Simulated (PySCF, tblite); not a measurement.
# C₅H₄F₂: geometry, infrared bands, NMR shifts and spin-spin couplings

Wanted: the infrared bands, NMR shifts and spin-spin couplings of C₅H₄F₂ (`C#CC(=C)C(F)F`), by calculation.

Computed with tblite 0.8.0 and PySCF 2.14.0, with density-fitted response routines of our own, on a single molecule in the gas phase. Atoms count from 0, in the outputs and in this text.

## 1. Starting geometry

11 atoms, charge 0, multiplicity 1; geometry from: force field or distance geometry start.

Bonds of the start (Å): C0–C1 1.23, C1–C2 1.42, C2–C3 1.34, C2–C4 1.49, C4–F5 1.39, C4–F6 1.37, C0–H7 1.06, C3–H8 1.08, C3–H9 1.08, C4–H10 1.10.

## 2. Relaxing the molecule with GFN2-xTB

Job settings and geometry (Å):

```
{"job": {"kind": "relax", "xc": "GFN2-xTB", "basis": "xTB"}, "charge": 0, "multiplicity": 1}
C      2.124200    -1.396900     0.084600
C      1.147200    -0.662200    -0.029900
C      0.020700     0.200400    -0.133600
C      0.128800     1.520500    -0.325700
C     -1.348800    -0.373500    -0.046900
F     -2.278500     0.655100    -0.195700
F     -1.613800    -0.961500     1.160800
H      2.974500    -2.016100     0.185600
H      1.105000     1.987500    -0.384100
H     -0.776700     2.096300    -0.390700
H     -1.477100    -1.046900    -0.910500
```

Launch:

```console
$ OMP_NUM_THREADS=1 python probes_run.py task.json out
```

This one command runs all jobs of the session in turn.

**Question.** This job is followed by: GFN2-xTB harmonic vibrations, gas phase; GIAO PBE0/pcSseg-1 NMR shielding, non-relativistic, gas phase; B3LYP/pcJ-1 indirect spin-spin coupling, non-relativistic, gas phase. What will the session give for the following? strongest single infrared mode (GFN2-xTB); zero-point energy (GFN2-xTB); ¹³C shifts against TMS (PBE0/pcSseg-1); ¹H shifts against TMS (PBE0/pcSseg-1); ¹⁹F shifts against CFCl3 (PBE0/pcSseg-1, means over atoms taken as alike); largest coupling of the table (B3LYP/pcJ-1).

As calculated:

| quantity | value |
| --- | --- |
| strongest single infrared mode (GFN2-xTB) | 1019 cm⁻¹, 194 km/mol |
| zero-point energy (GFN2-xTB) | 44.9 kcal/mol |
| ¹³C shifts against TMS (PBE0/pcSseg-1) | 136.9, 133.0, 119.2, 92.1, 84.4 ppm |
| ¹H shifts against TMS (PBE0/pcSseg-1) | 6.59, 6.42, 6.39, 2.87 ppm |
| ¹⁹F shifts against CFCl3 (PBE0/pcSseg-1, means over atoms taken as alike) | -136.2 ppm |
| largest coupling of the table (B3LYP/pcJ-1) | ¹J(C,F) C4–F5, -304.1 Hz |

In words: Over 71 steps the energy fell by 0.221 eV; of the close pairs, C4–F5 changed most, 1.394 to 1.353 Å. No mode is imaginary among the 27: a minimum at this level. The strongest single mode, at 1019 cm⁻¹, moves mainly C4. GFN2-xTB is a fitted tight-binding method: band positions and strengths are rough. Its intensities can rank the bands wrongly. The most deshielded carbon is C3 (terminal =CH2 carbon), at 136.9 ppm: an sp2 carbon of a C=C bond. At PBE0/pcSseg-1: The widest tensor belongs to C1: span 294 ppm, with a paramagnetic part of -149 ppm. In the run at B3LYP/pcJ-1, the largest coupling of the table is C4–F5 (mean over like pairs), -304.1 Hz, of which the Fermi-contact term gives -304.2 Hz. Couplings across rotatable bonds belong to this one conformer; where others are populated, the observed values are averages. Density functionals describe couplings to fluorine poorly, F–F couplings above all, so those rows are rough.
